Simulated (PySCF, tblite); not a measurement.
**C2HF3S2: a rotation path, then NMR shifts on frames**

How do NMR shifts of C2HF3S2 (`FC(F)(F)SC=S`) change as the atoms move?

Programs: tblite 0.8.0 and PySCF 2.14.0, with density-fitted response routines of our own. Each step states its level of theory. These are calculated values for one molecule in the gas phase, unless marked as measured. Atoms are numbered from 0 throughout.

## (1) The molecule as given

8 atoms, charge 0, multiplicity 1; geometry from: GFN2-xTB.

Bonds of the start (Å): F0–C1 1.33, C1–F2 1.32, C1–F3 1.33, C1–S4 1.84, S4–C5 1.75, C5–S6 1.61, C5–H7 1.08.

## (2) The rotation path with GFN2-xTB

What the job is given:

```
{"job": {"kind": "neb", "xc": "GFN2-xTB", "basis": "xTB", "atoms": [2, 1, 4, 5], "turn": 120}, "charge": 0, "multiplicity": 1}
F     -1.121441     1.192282     1.039418
C     -1.178525     0.196353     0.158204
F     -2.192071     0.420886    -0.659940
F     -1.428934    -0.918402     0.841216
S      0.391633     0.057713    -0.799640
C      1.481592    -0.233417     0.542986
S      3.065966    -0.452354     0.380061
H      0.990837    -0.253650     1.507964
```

Level: GFN2-xTB climbing-image nudged elastic band, gas phase.

Launch:

```sh
$ OMP_NUM_THREADS=1 python probes_run.py task.json out
```

This one command runs all jobs of the session in turn.

Output:

```text
image   E - E0 / eV
  0      -0.0000
  1       0.0053
  2       0.0183
  3       0.0330
  4       0.0410
  5       0.0369
  6       0.0232
  7       0.0078
  8       0.0001
```

Run time: 2.4 s. Hardware: 1 thread of Intel Xeon at 2.60GHz, shared host; peak memory 0.18 GiB.

The final band, with the dihedral F2–C1–S4–C5:

| image | dihedral (°) | energy (eV) | energy (kcal/mol) |
| --- | --- | --- | --- |
| 0 | -180 | 0.000 | 0.0 |
| 1 | -168 | 0.005 | 0.1 |
| 2 | -154 | 0.018 | 0.4 |
| 3 | -139 | 0.033 | 0.8 |
| 4 | -123 | 0.041 | 0.9 |
| 5 | -107 | 0.037 | 0.9 |
| 6 | -91 | 0.023 | 0.5 |
| 7 | -75 | 0.008 | 0.2 |
| 8 | -59 | 0.000 | 0.0 |

## (3) Nuclear shieldings: image 0, PBE0/pcSseg-1

What the job is given:

```
{"job": {"kind": "nmr", "xc": "PBE0", "basis": "pcSseg-1", "pop": false}, "charge": 0, "multiplicity": 1}
F     -1.121400     1.192300     1.039400
C     -1.178500     0.196400     0.158200
F     -2.192100     0.420900    -0.659900
F     -1.428900    -0.918400     0.841200
S      0.391600     0.057700    -0.799600
C      1.481600    -0.233400     0.543000
S      3.066000    -0.452400     0.380100
H      0.990800    -0.253600     1.508000
```

With the program's defaults for keys left out, this is: GIAO PBE0/pcSseg-1 NMR shielding, non-relativistic, gas phase.

Output:

```text
coarse grid: 9304 points
cycle   1  E = -1171.7517290722  dE =  1.217e+00  |g| = 9.450e-01  |ddm| = 2.850e+00
cycle   2  E = -1171.3826231287  dE =  3.691e-01  |g| = 1.684e+00  |ddm| = 1.970e+00
cycle   3  E = -1171.9142408146  dE = -5.316e-01  |g| = 1.889e-01  |ddm| = 1.563e+00
cycle   4  E = -1171.9209000503  dE = -6.659e-03  |g| = 1.091e-01  |ddm| = 3.214e-01
cycle   5  E = -1171.9242104251  dE = -3.310e-03  |g| = 1.547e-02  |ddm| = 1.244e-01
cycle   6  E = -1171.9242738196  dE = -6.339e-05  |g| = 4.919e-03  |ddm| = 2.389e-02
cycle   7  E = -1171.9242801903  dE = -6.371e-06  |g| = 9.878e-04  |ddm| = 6.118e-03
final grid: 86096 points
cycle   8  E = -1171.9889538940  dE = -2.755e-05  |g| = 9.013e-03  |ddm| = 2.191e-02
cycle   9  E = -1171.9889063697  dE =  4.752e-05  |g| = 1.626e-02  |ddm| = 2.147e-02
cycle  10  E = -1171.9889711901  dE = -6.482e-05  |g| = 1.991e-03  |ddm| = 1.654e-02
cycle  11  E = -1171.9889722843  dE = -1.094e-06  |g| = 3.680e-04  |ddm| = 2.600e-03
cycle  12  E = -1171.9889723125  dE = -2.824e-08  |g| = 7.940e-05  |ddm| = 4.130e-04
cycle  13  E = -1171.9889723136  dE = -1.123e-09  |g| = 2.069e-05  |ddm| = 6.868e-05
cycle  14  E = -1171.9889723137  dE = -7.685e-11  |g| = 6.674e-06  |ddm| = 2.345e-05
converged SCF energy = -1171.9889723137

GIAO shielding tensors (ppm)
atom      isotropic    diamagn.    paramagn.     s11        s22        s33       span
  0 F      217.719     473.552    -255.833    150.514    185.495    317.148    166.634
  1 C       46.130     243.173    -197.043     38.619     48.759     51.013     12.395
  2 F      240.011     470.580    -230.570    183.063    221.981    314.987    131.924
  3 F      217.730     473.727    -255.997    150.374    185.584    317.232    166.859
  4 S      112.694    1054.602    -941.908   -222.203    213.884    346.401    568.604
  5 C      -47.043     259.229    -306.272   -200.832    -60.049    119.752    320.584
  6 S     -443.442    1054.350   -1497.792  -1792.556   -321.498    783.729   2576.286
  7 H       20.741      29.694      -8.953     16.102     18.321     27.801     11.699
```

Wall time 9.8 s (1 thread of Intel Xeon at 2.60GHz, shared host); peak memory 0.68 GiB.

Shifts follow as δ = σ(reference) − σ, with reference shieldings (ppm) from runs at the same level and on the same kind of geometry: 1H TMS 31.72, 13C TMS 186.9, 19F CFCl3 170.9, 33S CS2 504. The references are single molecules in the gas phase, so shifts against H2O, NH3, PH3, H3PO4 or CFCl3 are not on the usual liquid scales and can be off by tens of ppm. Each atom is listed at this fixed geometry, with no averaging over motion; a spectrum would average atoms that exchange fast.

| atoms | environment | σ (ppm) | δ (ppm) |
| --- | --- | --- | --- |
| C5 | thiocarbonyl carbon | -47.0 | 234.0 |
| C1 | CF3 carbon | 46.1 | 140.8 |
| H7 | hydrogen on a thiocarbonyl carbon | 20.74 | 10.98 |
| F0 | fluorine of an SCF3 group | 217.7 | -46.8 |
| F3 | fluorine of an SCF3 group | 217.7 | -46.8 |
| F2 | fluorine of an SCF3 group | 240.0 | -69.1 |
| S6 | thione sulfur | -443 | 947 |
| S4 | sulfide sulfur | 113 | 391 |

## (4) Shielding tensors: image 2, PBE0/pcSseg-1

What the job is given:

```
{"job": {"kind": "nmr", "xc": "PBE0", "basis": "pcSseg-1", "pop": false}, "charge": 0, "multiplicity": 1}
F     -1.381600     1.377300     0.899800
C     -1.187200     0.276900     0.178900
F     -2.169700     0.182000    -0.702700
F     -1.271500    -0.761000     1.006000
S      0.438700     0.328000    -0.701100
C      1.499600    -0.309900     0.539700
S      3.083400    -0.495100     0.332700
H      0.997500    -0.588800     1.457100
```

With the program's defaults for keys left out, this is: GIAO PBE0/pcSseg-1 NMR shielding, non-relativistic, gas phase.

Output:

```text
coarse grid: 9304 points
cycle   1  E = -1171.7501252533  dE =  1.216e+00  |g| = 9.450e-01  |ddm| = 2.844e+00
cycle   2  E = -1171.3725880541  dE =  3.775e-01  |g| = 1.693e+00  |ddm| = 2.000e+00
cycle   3  E = -1171.9126514710  dE = -5.401e-01  |g| = 1.920e-01  |ddm| = 1.598e+00
cycle   4  E = -1171.9196229398  dE = -6.971e-03  |g| = 1.107e-01  |ddm| = 3.331e-01
cycle   5  E = -1171.9230319818  dE = -3.409e-03  |g| = 1.699e-02  |ddm| = 1.276e-01
cycle   6  E = -1171.9231106145  dE = -7.863e-05  |g| = 4.977e-03  |ddm| = 2.551e-02
cycle   7  E = -1171.9231170138  dE = -6.399e-06  |g| = 1.025e-03  |ddm| = 6.073e-03
final grid: 86096 points
cycle   8  E = -1171.9881108891  dE = -2.743e-05  |g| = 8.864e-03  |ddm| = 2.182e-02
cycle   9  E = -1171.9880639842  dE =  4.690e-05  |g| = 1.606e-02  |ddm| = 2.144e-02
cycle  10  E = -1171.9881278744  dE = -6.389e-05  |g| = 1.934e-03  |ddm| = 1.655e-02
cycle  11  E = -1171.9881289109  dE = -1.037e-06  |g| = 3.654e-04  |ddm| = 2.536e-03
cycle  12  E = -1171.9881289397  dE = -2.882e-08  |g| = 8.229e-05  |ddm| = 4.296e-04
cycle  13  E = -1171.9881289409  dE = -1.228e-09  |g| = 2.332e-05  |ddm| = 7.070e-05
cycle  14  E = -1171.9881289410  dE = -9.732e-11  |g| = 6.343e-06  |ddm| = 2.326e-05
converged SCF energy = -1171.9881289410

GIAO shielding tensors (ppm)
atom      isotropic    diamagn.    paramagn.     s11        s22        s33       span
  0 F      214.692     472.404    -257.712    155.715    173.595    314.767    159.052
  1 C       47.299     243.028    -195.728     38.755     48.921     54.223     15.468
  2 F      234.541     470.903    -236.362    176.629    213.020    313.974    137.345
  3 F      226.253     473.814    -247.561    152.311    208.755    317.693    165.382
  4 S      117.989    1054.688    -936.699   -214.782    221.266    347.483    562.266
  5 C      -46.697     258.985    -305.681   -198.415    -60.199    118.524    316.939
  6 S     -428.284    1054.362   -1482.646  -1773.399   -305.592    794.140   2567.539
  7 H       20.802      29.622      -8.821     16.246     18.206     27.953     11.706
```

Wall time 9.6 s (1 thread of Intel Xeon at 2.60GHz, shared host); peak memory 0.71 GiB.

In short: δ C5 233.6, C1 139.6, F0 -43.7, F3 -55.3, H7 10.92 ppm.

## (5) Nuclear shieldings: image 4, PBE0/pcSseg-1

What the job is given:

```
{"job": {"kind": "nmr", "xc": "PBE0", "basis": "pcSseg-1", "pop": false}, "charge": 0, "multiplicity": 1}
F     -1.671400     1.500600     0.697300
C     -1.192600     0.356100     0.225700
F     -2.026400    -0.082600    -0.708400
F     -1.195300    -0.525400     1.218900
S      0.496400     0.617600    -0.495200
C      1.510800    -0.398600     0.506900
S      3.097900    -0.521000     0.278000
H      0.989500    -0.937500     1.287100
```

Level: GIAO PBE0/pcSseg-1 NMR shielding, non-relativistic, gas phase.

Output:

```text
coarse grid: 9304 points
cycle   1  E = -1171.7490934369  dE =  1.217e+00  |g| = 9.450e-01  |ddm| = 2.836e+00
cycle   2  E = -1171.3597712856  dE =  3.893e-01  |g| = 1.705e+00  |ddm| = 2.043e+00
cycle   3  E = -1171.9115106485  dE = -5.517e-01  |g| = 1.970e-01  |ddm| = 1.649e+00
cycle   4  E = -1171.9190034210  dE = -7.493e-03  |g| = 1.123e-01  |ddm| = 3.482e-01
cycle   5  E = -1171.9225211898  dE = -3.518e-03  |g| = 1.877e-02  |ddm| = 1.317e-01
cycle   6  E = -1171.9226190770  dE = -9.789e-05  |g| = 5.034e-03  |ddm| = 2.725e-02
cycle   7  E = -1171.9226254872  dE = -6.410e-06  |g| = 1.095e-03  |ddm| = 6.059e-03
final grid: 86096 points
cycle   8  E = -1171.9867954646  dE = -2.418e-05  |g| = 8.803e-03  |ddm| = 2.161e-02
cycle   9  E = -1171.9867491932  dE =  4.627e-05  |g| = 1.594e-02  |ddm| = 2.162e-02
cycle  10  E = -1171.9868122938  dE = -6.310e-05  |g| = 1.928e-03  |ddm| = 1.666e-02
cycle  11  E = -1171.9868133251  dE = -1.031e-06  |g| = 3.575e-04  |ddm| = 2.490e-03
cycle  12  E = -1171.9868133521  dE = -2.704e-08  |g| = 8.186e-05  |ddm| = 4.051e-04
cycle  13  E = -1171.9868133533  dE = -1.109e-09  |g| = 2.701e-05  |ddm| = 6.703e-05
cycle  14  E = -1171.9868133534  dE = -1.357e-10  |g| = 6.092e-06  |ddm| = 2.712e-05
converged SCF energy = -1171.9868133534

GIAO shielding tensors (ppm)
atom      isotropic    diamagn.    paramagn.     s11        s22        s33       span
  0 F      220.642     470.963    -250.321    161.569    185.661    314.696    153.127
  1 C       48.809     242.875    -194.066     38.775     49.149     58.502     19.726
  2 F      222.478     471.871    -249.392    163.234    189.620    314.582    151.347
  3 F      233.231     473.575    -240.344    157.253    228.844    313.595    156.342
  4 S      125.010    1054.737    -929.727   -206.137    228.182    352.984    559.121
  5 C      -45.990     258.636    -304.626   -195.992    -58.541    116.564    312.556
  6 S     -404.120    1054.375   -1458.495  -1734.878   -284.379    806.896   2541.774
  7 H       20.884      29.595      -8.711     16.377     18.119     28.158     11.781
```

Run time: 10 s. Hardware: 1 thread of Intel Xeon at 2.60GHz, shared host; peak memory 0.71 GiB.

This run: δ C5 232.9, C1 138.1, F0 -49.7, F2 -51.5, H7 10.83 ppm.

## (6) Nuclear shieldings: image 6, PBE0/pcSseg-1

What the job is given:

```
{"job": {"kind": "nmr", "xc": "PBE0", "basis": "pcSseg-1", "pop": false}, "charge": 0, "multiplicity": 1}
F     -1.878900     1.512700     0.470900
C     -1.164600     0.412400     0.291500
F     -1.775100    -0.333000    -0.624500
F     -1.168400    -0.274600     1.429700
S      0.545900     0.873700    -0.241400
C      1.479600    -0.446400     0.432300
S      3.073800    -0.567900     0.261200
H      0.896700    -1.167500     0.990600
```

Level: GIAO PBE0/pcSseg-1 NMR shielding, non-relativistic, gas phase.

Output:

```text
coarse grid: 9304 points
cycle   1  E = -1171.7492970354  dE =  1.217e+00  |g| = 9.447e-01  |ddm| = 2.843e+00
cycle   2  E = -1171.3705898330  dE =  3.787e-01  |g| = 1.694e+00  |ddm| = 2.005e+00
cycle   3  E = -1171.9117361620  dE = -5.411e-01  |g| = 1.924e-01  |ddm| = 1.604e+00
cycle   4  E = -1171.9187515719  dE = -7.015e-03  |g| = 1.108e-01  |ddm| = 3.352e-01
cycle   5  E = -1171.9221745431  dE = -3.423e-03  |g| = 1.720e-02  |ddm| = 1.282e-01
cycle   6  E = -1171.9222553385  dE = -8.080e-05  |g| = 4.993e-03  |ddm| = 2.571e-02
cycle   7  E = -1171.9222617635  dE = -6.425e-06  |g| = 1.034e-03  |ddm| = 6.075e-03
final grid: 86096 points
cycle   8  E = -1171.9879100057  dE = -2.839e-05  |g| = 8.861e-03  |ddm| = 2.228e-02
cycle   9  E = -1171.9878622603  dE =  4.775e-05  |g| = 1.615e-02  |ddm| = 2.164e-02
cycle  10  E = -1171.9879270880  dE = -6.483e-05  |g| = 1.893e-03  |ddm| = 1.677e-02
cycle  11  E = -1171.9879280743  dE = -9.864e-07  |g| = 3.728e-04  |ddm| = 2.469e-03
cycle  12  E = -1171.9879281042  dE = -2.987e-08  |g| = 8.549e-05  |ddm| = 4.265e-04
cycle  13  E = -1171.9879281055  dE = -1.279e-09  |g| = 2.584e-05  |ddm| = 7.240e-05
cycle  14  E = -1171.9879281056  dE = -1.223e-10  |g| = 6.442e-06  |ddm| = 2.533e-05
converged SCF energy = -1171.9879281056

GIAO shielding tensors (ppm)
atom      isotropic    diamagn.    paramagn.     s11        s22        s33       span
  0 F      232.640     470.148    -237.508    174.298    210.008    313.614    139.315
  1 C       47.637     242.790    -195.154     38.690     48.981     55.239     16.549
  2 F      215.341     473.416    -258.076    157.031    173.907    315.084    158.053
  3 F      228.004     473.562    -245.558    153.073    213.637    317.301    164.228
  4 S      120.266    1054.472    -934.207   -212.727    224.279    349.245    561.973
  5 C      -46.473     258.962    -305.435   -197.613    -60.175    118.369    315.981
  6 S     -422.858    1054.349   -1477.206  -1765.316   -300.713    797.456   2562.771
  7 H       20.823      29.841      -9.018     16.292     18.192     27.986     11.694
```

Run time: 9.7 s. Hardware: 1 thread of Intel Xeon at 2.60GHz, shared host; peak memory 0.71 GiB.

In short: δ C5 233.4, C1 139.3, F2 -44.4, F3 -57.1, H7 10.89 ppm.

## (7) Nuclear shieldings: image 8, PBE0/pcSseg-1

What the job is given:

```
{"job": {"kind": "nmr", "xc": "PBE0", "basis": "pcSseg-1", "pop": false}, "charge": 0, "multiplicity": 1}
F     -1.993800     1.432800     0.205600
C     -1.126800     0.449900     0.379300
F     -1.446500    -0.543300    -0.447400
F     -1.259500    -0.013300     1.620300
S      0.588600     1.052700     0.069400
C      1.435100    -0.458100     0.347200
S      3.028600    -0.630700     0.222200
H      0.783200    -1.280600     0.613800
```

With the program's defaults for keys left out, this is: GIAO PBE0/pcSseg-1 NMR shielding, non-relativistic, gas phase.

Output:

```text
coarse grid: 9304 points
cycle   1  E = -1171.7527309432  dE =  1.216e+00  |g| = 9.452e-01  |ddm| = 2.850e+00
cycle   2  E = -1171.3843172417  dE =  3.684e-01  |g| = 1.684e+00  |ddm| = 1.965e+00
cycle   3  E = -1171.9153705615  dE = -5.311e-01  |g| = 1.883e-01  |ddm| = 1.558e+00
cycle   4  E = -1171.9219622477  dE = -6.592e-03  |g| = 1.090e-01  |ddm| = 3.200e-01
cycle   5  E = -1171.9252664268  dE = -3.304e-03  |g| = 1.530e-02  |ddm| = 1.242e-01
cycle   6  E = -1171.9253283079  dE = -6.188e-05  |g| = 4.907e-03  |ddm| = 2.370e-02
cycle   7  E = -1171.9253346671  dE = -6.359e-06  |g| = 9.838e-04  |ddm| = 6.122e-03
final grid: 86096 points
cycle   8  E = -1171.9889341752  dE = -2.462e-05  |g| = 9.028e-03  |ddm| = 2.115e-02
cycle   9  E = -1171.9888840812  dE =  5.009e-05  |g| = 1.651e-02  |ddm| = 2.206e-02
cycle  10  E = -1171.9889519985  dE = -6.792e-05  |g| = 1.922e-03  |ddm| = 1.701e-02
cycle  11  E = -1171.9889530158  dE = -1.017e-06  |g| = 3.636e-04  |ddm| = 2.499e-03
cycle  12  E = -1171.9889530437  dE = -2.796e-08  |g| = 8.057e-05  |ddm| = 4.101e-04
cycle  13  E = -1171.9889530449  dE = -1.126e-09  |g| = 2.497e-05  |ddm| = 7.141e-05
cycle  14  E = -1171.9889530450  dE = -1.173e-10  |g| = 6.515e-06  |ddm| = 2.659e-05
converged SCF energy = -1171.9889530450

GIAO shielding tensors (ppm)
atom      isotropic    diamagn.    paramagn.     s11        s22        s33       span
  0 F      239.897     469.957    -230.061    182.727    221.910    315.053    132.326
  1 C       46.038     242.592    -196.554     38.535     48.691     50.889     12.355
  2 F      217.693     474.912    -257.219    150.227    185.799    317.054    166.827
  3 F      217.520     473.223    -255.703    150.520    184.932    317.108    166.588
  4 S      112.390    1054.214    -941.825   -222.852    213.018    347.002    569.854
  5 C      -47.113     259.346    -306.459   -201.040    -59.892    119.594    320.634
  6 S     -443.804    1054.333   -1498.136  -1792.857   -321.988    783.434   2576.291
  7 H       20.742      30.224      -9.482     16.074     18.312     27.839     11.765
```

Wall time 9.7 s (1 thread of Intel Xeon at 2.60GHz, shared host); peak memory 0.71 GiB.

In short: δ C5 234.0, C1 140.9, F3 -46.6, F2 -46.7, H7 10.98 ppm.

## (8) Side by side: NMR shifts

Shifts (ppm) of some atoms, chosen among heavy atoms and hydrogens apart, with basis size and wall time:

| frame | H7 | F0 | F3 | F2 | S6 | S4 | functions | time |
| --- | --- | --- | --- | --- | --- | --- | --- | --- |
| image 0 | 10.98 | -46.8 | -46.8 | -69.1 | 947 | 391 | 138 | 9.8 s |
| image 2 | 10.92 | -43.7 | -55.3 | -63.6 | 932 | 386 | 138 | 9.6 s |
| image 4 | 10.83 | -49.7 | -62.3 | -51.5 | 908 | 379 | 138 | 10 s |
| image 6 | 10.89 | -61.7 | -57.1 | -44.4 | 927 | 383 | 138 | 9.7 s |
| image 8 | 10.98 | -69.0 | -46.6 | -46.7 | 948 | 391 | 138 | 9.7 s |

## (9) Results

| quantity | value |
| --- | --- |
| barrier | 0.041 eV (0.9 kcal/mol) at image 4 |
| end to end (GFN2-xTB) | 0.000 eV |
| 13C shifts against TMS (PBE0/pcSseg-1, image 0) | 234.0, 140.8 ppm |
| 1H shifts against TMS (PBE0/pcSseg-1, image 0) | 10.98 ppm |
| 19F shifts against CFCl3 (PBE0/pcSseg-1, image 0) | -46.8, -46.8, -69.1 ppm |
| 33S shifts against CS2 (PBE0/pcSseg-1, image 0) | 947, 391 ppm |
| range of the shift of S6 | 908 to 948 ppm |

Along the band the dihedral turns by 121°, and the top (dihedral -123°) lies 0.9 kcal/mol above the start (GFN2-xTB, rough), so at room temperature this motion is fast. The top was not checked by a frequency run. Shifts at one fixed geometry are not the observed spectrum, which averages over the motion. In the first frame run (image 0): The widest tensor belongs to S6: span 2576 ppm, with a paramagnetic part of -1498 ppm. Across the 5 runs the shift of S6 moves most, between 908 (image 4) and 948 ppm (image 8).
